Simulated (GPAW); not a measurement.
Crystal: In3As.

```
CELL_PARAMETERS angstrom
4.67168 0.00000 0.00000
0.00000 4.67168 0.00000
0.00000 0.00000 4.67168
ATOMIC_POSITIONS crystal
In 0.50000 0.50000 0.00000
In 0.50000 0.00000 0.50000
In 0.00000 0.50000 0.50000
As 0.00000 0.00000 0.00000
```

The cell comes from a database or a generator and needn't be the stable form of this composition.

- Program: GPAW 26.7.0
- Task: relaxation of cell and atoms
- Functional: PBEsol
- Dispersion: D4
- Potentials or basis: PAW data sets generated in the run's folder for this functional
- Cutoff: 600 eV
- Basis: pw
- k mesh: 6 × 6 × 6
- Occupations: fermi-dirac, width 0.05 eV
- Spin: no spin polarisation

At the start: pressure -4.0 GPa; volume 25.49 Å³/atom.

**Question.** How do energy, volume and symmetry change on relaxing?

**Answer.** Over 4 steps the energy falls by 28.9 meV/atom and the volume is 23.31 Å³/atom (-8.6 %); space group Pm-3m (No. 221, to 0.05 Å).

The path:
| step | energy change (eV) | largest force (eV/Å) | pressure (GPa) | volume (Å³) |
| --- | --- | --- | --- | --- |
| 1 | 0.0000 | 0.0000 | -4.01 | 101.96 |
| 2 | -0.0165 | 0.0000 | -3.77 | 101.26 |
| 3 | -0.1124 | 0.0000 | 0.66 | 92.01 |
| 4 | -0.1154 | 0.0000 | -0.06 | 93.23 |

Final structure:
```xyz
4
Lattice="4.5343 0.0000 0.0000 0.0000 4.5343 0.0000 0.0000 0.0000 4.5343" Properties=species:S:1:pos:R:3 pbc="T T T"
In    2.2672    2.2672    0.0000
In    2.2672    0.0000    2.2672
In    0.0000    2.2672    2.2672
As    0.0000    0.0000    0.0000
```

Caveat: later steps reuse the first step's grids; pairwise dispersion overbinds metals, which lowers pressure and volume.
